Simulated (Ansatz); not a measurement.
# SnTe: strong compression

One table from this session's results is given with a row withheld; the runs are named, their logs left out.

Method: DFT LDA, with the methods named in each step, in Ansatz 0.2.0.

## The system as given

The structure is cubic, space group F-43m (No. 216). The conventional cell has a = 6.214 Å, b = 6.214 Å, c = 6.214 Å, α = 90.00°, β = 90.00°, γ = 90.00°. Sn (site symmetry -43m) has 4 Te at 2.69 Å in its first shell of neighbours. Te (site symmetry -43m) has 4 Sn at 2.69 Å in its first shell of neighbours.

Structure file:

```xyz
2
Lattice="0.0000 3.1072 3.1072 3.1072 0.0000 3.1072 3.1072 3.1072 0.0000" Properties=species:S:1:pos:R:3 pbc="T T T"
Sn    0.0000    0.0000    0.0000
Te    1.5536    1.5536    1.5536
```

Whether this phase is the stable one at these pressures isn't tested.

Atoms are numbered in the order of the input: Sn1, Te2.

Set-up of the first run:

input.yaml

```yaml
crystal:
  lattice:
    - [0.0, 3.107232506, 3.107232506]
    - [3.107232506, 0.0, 3.107232506]
    - [3.107232506, 3.107232506, 0.0]
  atoms:
    - { symbol: Sn, position: [0.0, 0.0, 0.0] }
    - { symbol: Te, position: [0.25, 0.25, 0.25] }
kpoints:
  mp_grid: { grid: [12, 12, 12] }
scf:
  occupations: { method: fermi_dirac, width: 0.1 }
hamiltonian:
  xc: lda
  pseudopotentials: { kind: paw }
output:
  forces: true
  stress: true
relax:
  f_tol: 0.005
  max_steps: 40
  cell: {}
```

Run with:

```
$ ansatz run input.yaml --threads 1 --pin off --max-ram 2048MiB --backend cpu --events-out ev --progress --plain --runs-dir out
```

Among the steps run: Cell relaxed at zero pressure, PAW; Volume scaled by 1, PAW; Volume scaled by 0.94, PAW; Volume scaled by 0.88, PAW; Volume scaled by 0.8, PAW; Volume scaled by 0.72, PAW; Volume scaled by 0.64, PAW; Volume scaled by 0.55, PAW; Volume scaled by 0.55, PAW (level accurate).

One table of the session follows, with a row left open; its other results are not shown here.

```
              method  volume over the first  volume (Å³/atom)  pressure (GPa)
                 PAW                      1            42.759            0.03
                 PAW                   0.94                 ?               ?
                 PAW                   0.88            37.628            4.61
                 PAW                    0.8            34.207            9.66
                 PAW                   0.72            30.786           17.61
                 PAW                   0.64            27.366           30.71
                 PAW                   0.55            23.517           57.19
PAW (level accurate)                   0.55            23.517           57.17
```

Q: Estimate the row for PAW, 0.94 from the others.

**Answer.** volume (Å³/atom): 40.193; pressure (GPa): 1.99. In the column «volume (Å³/atom)» it lies between PAW, 0.88 (37.628) and PAW, 1 (42.759).
